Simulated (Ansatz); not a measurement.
# LiSi16: the cost of one run

Method: DFT r2SCAN, plane waves, PAW, scalar-relativistic, no spin polarisation, in Ansatz 0.2.0.

## Step 1: The structure to begin with

The cell holds 17 atoms (LiSi16): a = 7.679 Å, b = 7.679 Å, c = 7.679 Å, α = 60.00°, β = 60.00°, γ = 60.00°.

Structure file:

```
Si Li
1.0
     0.00000    5.43000    5.43000
     5.43000    0.00000    5.43000
     5.43000    5.43000    0.00000
Si Li
16 1
Cartesian
  0.0000 0.0000 0.0000
  1.3575 1.3575 1.3575
  2.7150 2.7150 0.0000
  4.0725 4.0725 1.3575
  2.7150 0.0000 2.7150
  4.0725 1.3575 4.0725
  5.4300 2.7150 2.7150
  6.7875 4.0725 4.0725
  0.0000 2.7150 2.7150
  1.3575 4.0725 4.0725
  2.7150 5.4300 2.7150
  4.0725 6.7875 4.0725
  2.7150 2.7150 5.4300
  4.0725 4.0725 6.7875
  5.4300 5.4300 5.4300
  6.7875 6.7875 6.7875
  2.7740 5.4412 5.4118
```

## Step 2: End point A

Input file input.yaml:

```yaml
crystal:
  lattice:
    - [0.0, 5.43, 5.43]
    - [5.43, 0.0, 5.43]
    - [5.43, 5.43, 0.0]
  atoms:
    - { symbol: Si, position: [0.0, 0.0, 0.0] }
    - { symbol: Si, position: [0.125, 0.125, 0.125] }
    - { symbol: Si, position: [0.0, 0.0, 0.5] }
    - { symbol: Si, position: [0.125, 0.125, 0.625] }
    - { symbol: Si, position: [0.0, 0.5, 0.0] }
    - { symbol: Si, position: [0.125, 0.625, 0.125] }
    - { symbol: Si, position: [0.0, 0.5, 0.5] }
    - { symbol: Si, position: [0.125, 0.625, 0.625] }
    - { symbol: Si, position: [0.5, 0.0, 0.0] }
    - { symbol: Si, position: [0.625, 0.125, 0.125] }
    - { symbol: Si, position: [0.5, 0.0, 0.5] }
    - { symbol: Si, position: [0.625, 0.125, 0.625] }
    - { symbol: Si, position: [0.5, 0.5, 0.0] }
    - { symbol: Si, position: [0.625, 0.625, 0.125] }
    - { symbol: Si, position: [0.5, 0.5, 0.5] }
    - { symbol: Si, position: [0.625, 0.625, 0.625] }
    - { symbol: Li, position: [0.743928, 0.2527203, 0.2581434] }
total_charge: 1
basis:
  ecutwfc: 500.0
kpoints:
  mp_grid: { grid: [2, 2, 2] }
hamiltonian:
  xc: r2scan
  pseudopotentials: { kind: paw, azcp: { folder: soft_1 } }
scf:
  occupations: { method: gaussian, width: 0.02 }
  lower_state_search: "off"
relax:
  f_tol: 0.03
  max_steps: 60
  adjacent_minimum: "off"
```

Command:

```bash
$ ansatz run input.yaml --threads 2 --pin off --max-ram 5120MiB --backend cpu --events-out ev --progress --plain --runs-dir out
```

Q: Estimate wall time and peak memory on 2 threads of Arm Neoverse V2, shared host.

About 65 s, with a peak of 1.5 GiB.
